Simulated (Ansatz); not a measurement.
# CoC: the cost of one run

Program: Ansatz 0.2.0. Level of theory: DFT PBE, scalar-relativistic, plane waves, PAW. These are calculated values, not measurements.

**1. The structure to begin with**

The structure is tetragonal, space group P4/mmm (No. 123). Conventional cell: a = 2.413 Å, b = 2.413 Å, c = 3.163 Å, α = 90.00°, β = 90.00°, γ = 90.00°. Around Co (site symmetry 4/mmm) lie 8 C at 2.33 Å and 4 Co at 2.41 Å. C (site symmetry 4/mmm) is surrounded by 8 Co at 2.33 Å.

Structure file:

```
CELL_PARAMETERS angstrom
2.41323 0.00000 0.00000
0.00000 2.41323 0.00000
0.00000 0.00000 3.16306
ATOMIC_POSITIONS crystal
Co 0.50000 0.50000 0.50000
C 0.00000 0.00000 0.00000
```

This is candidate A: CuAu (L1_0) type (P4/mmm, No. 123).

(A quick probe on a coarse mesh, which set the mesh and smearing, is not shown.)

**3. Coarse relaxation (candidate A)**

input.yaml

```yaml
crystal:
  lattice:
    - [2.4132307967, 0.0, 0.0]
    - [0.0, 2.4132307967, 0.0]
    - [0.0, 0.0, 3.1630560799]
  atoms:
    - { symbol: Co, position: [0.5, 0.5, 0.5] }
    - { symbol: C, position: [0.0, 0.0, 0.0] }
basis:
  ecutwfc: 420
kpoints:
  mp_grid: { grid: [8, 8, 6] }
hamiltonian:
  xc: pbe
scf:
  occupations: { method: gaussian, width: 0.1 }
  lower_state_search: "off"
output:
  forces: true
  stress: true
  eigenvalues: true
relax:
  adjacent_minimum: "off"
  f_tol: 0.04
  max_steps: 70
  cell: { stress_tol: 0.4 }
```

Launch:

```bash
> ansatz run input.yaml --threads 1 --pin off --max-ram 2560MiB --backend cpu --events-out ev --progress --plain --runs-dir out
```

What time and memory should one allow on 1 thread of Arm Neoverse V1, shared host?

About 16 s, with a peak of 0.3 GiB.
